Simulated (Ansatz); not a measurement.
# RuSiH2 (quintet): from Hartree-Fock to the top rungs, def2-SVP

One table from this session's results is given with a row withheld; the runs are named, their logs left out.

Method: def2-SVP, core rule «outside noble gas», up to 9 orbitals frozen; program: Ansatz 0.2.0, Gaussian basis.

Plan: UHF; CCSD(T) on ROHF; CCSD(T) on UHF; CISD as a restricted active space (open shells left free, so some higher excitations enter); CCSDT(Q) on ROHF; CCSDT(Q) on UHF; CASSCF and NEVPT2, 12 electrons in 11 orbitals.

21 further runs of the same task are left out: 8 that didn't finish, 13 set aside as unsound or not needed. Runs told in other sessions of the task aren't counted.

**What is computed**

The geometry is a PBE0/def2-TZVP stationary point (not a proven minimum) of the parent state, kept for this charge and spin. No spin-orbit coupling is included. Elements past krypton take def2 core potentials.

4 atoms, charge 0, spin multiplicity 5.

Atoms are counted from 1 here; the program's logs count them from 0.

Bond lengths: Ru1–Si2 2.173 Å, Si2–H3 1.502 Å, Si2–H4 1.502 Å. Angles: Ru1–Si2–H3 128.4°, Ru1–Si2–H4 128.4°, H3–Si2–H4 103.2°.

The first run:

File in.yaml:

```yaml
crystal:
  periodic: [false, false, false]
  atoms:
    - {symbol: Ru, position_ang: [0.000000, 0.000000, 0.512908]}
    - {symbol: Si, position_ang: [0.000000, 0.000000, -1.659692]}
    - {symbol: H, position_ang: [0.000000, 1.176953, -2.592592]}
    - {symbol: H, position_ang: [0.000000, -1.176953, -2.592592]}
basis:
  gaussian: {orbitals: def2-SVP}
magnetization: {spin_polarized: true, initial_magnetization: 4}
hamiltonian: {xc: hf}
output: {orbitals: {seedname: orbitals}}
```

Launch:

```sh
$ ansatz run in.yaml --threads 1 --pin off --events-out ev --progress --plain --max-ram 2393MiB
```

Among the steps run: UHF; CCSD(T) on ROHF; CCSD(T) on UHF; CISD as a restricted active space (open shells left free, so some higher excitations enter); CCSDT(Q) on ROHF; CCSDT(Q) on UHF; CASSCF and NEVPT2, 12 electrons in 11 orbitals.

One of the session's tables, all rows but one given; the rest of the session is left out.

It belongs to the step «Misses and costs». 

| method | from RCCSDT(Q) (meV) |
| --- | --- |
| ROHF | +7999.4 |
| UHF | +7732.5 |
| RMP2 | ? |
| UMP2 | +1073.1 |
| CISD | +1153.5 |
| RCCSD | +371.5 |
| UCCSD | +311.9 |
| RCCSD(T) | +67.0 |
| UCCSD(T) | +16.2 |
| RCCSDT | +16.5 |
| UCCSDT | -33.4 |
| RCCSDT(Q) | 0 |
| UCCSDT(Q) | -53.2 |

Q: Estimate the row for RMP2 from the others.

**Answer.** from RCCSDT(Q) (meV): +1122.9. In the column «from RCCSDT(Q) (meV)» it lies between UMP2 (+1073.1) and CISD (+1153.5).

Left out of the table: CASSCF frontier, NEVPT2 frontier (the active space lost an orbital or holds another state than full CI finds).

Caveats from the session: Warnings: coupled cluster took another determinant than the lowest. Restricted and unrestricted rows rest on different reference determinants; a gap between their highest levels can come from leftover correlation error, from unlike frozen cores or from another state. Warnings in the runs' records: passed over end.
